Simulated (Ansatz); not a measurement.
# H3Os: the cost of one run

Method: DFT PBE, scalar-relativistic, plane waves, PAW, in Ansatz 0.2.0.

## 1. The structure to begin with

It takes space group Pm-3m (No. 221, cubic). The conventional cell has a = 3.135 Å, b = 3.135 Å, c = 3.135 Å, α = 90.00°, β = 90.00°, γ = 90.00°. Around H (site symmetry 4/mmm) lie 8 H at 2.22 Å and 4 Os at 2.22 Å. Os (site symmetry m-3m) is surrounded by 12 H at 2.22 Å.

As a file:

```cif
data_structure
_symmetry_space_group_name_H-M 'Pm-3m'
_symmetry_Int_Tables_number 221
_cell_length_a 3.1349
_cell_length_b 3.1349
_cell_length_c 3.1349
_cell_angle_alpha 90.000
_cell_angle_beta 90.000
_cell_angle_gamma 90.000
_cell_volume 30.81
loop_
_atom_site_label
_atom_site_type_symbol
_atom_site_symmetry_multiplicity
_atom_site_Wyckoff_symbol
_atom_site_fract_x
_atom_site_fract_y
_atom_site_fract_z
_atom_site_occupancy
H1 H 3 c 0.00000 0.50000 0.50000 1
Os1 Os 1 a 0.00000 0.00000 0.00000 1
```

This is candidate A: Cu3Au (L1_2) type (Pm-3m, No. 221).

(A quick probe on a coarse mesh, which set the mesh and smearing, is not shown.)

## 3. Coarse relaxation (candidate A)

input.yaml

```yaml
crystal:
  lattice:
    - [3.1348543131, 0.0, 0.0]
    - [0.0, 3.1348543131, 0.0]
    - [0.0, 0.0, 3.1348543131]
  atoms:
    - { symbol: H, position: [0.0, 0.5, 0.5] }
    - { symbol: H, position: [0.5, 0.0, 0.5] }
    - { symbol: H, position: [0.5, 0.5, 0.0] }
    - { symbol: Os, position: [0.0, 0.0, 0.0] }
basis:
  ecutwfc: 420
kpoints:
  mp_grid: { grid: [6, 6, 6] }
hamiltonian:
  xc: pbe
scf:
  occupations: { method: gaussian, width: 0.1 }
  lower_state_search: "off"
output:
  forces: true
  stress: true
  eigenvalues: true
relax:
  adjacent_minimum: "off"
  f_tol: 0.04
  max_steps: 70
  cell: { stress_tol: 0.4 }
```

Started as:

```bash
$ ansatz run input.yaml --threads 1 --pin off --max-ram 2560MiB --backend cpu --events-out ev --progress --plain --runs-dir out
```

**Question.** How long does this run take on 1 thread of Intel Xeon at 2.70GHz, shared host, and how much memory does it need?

About 4.3 s, with a peak of 0.31 GiB.
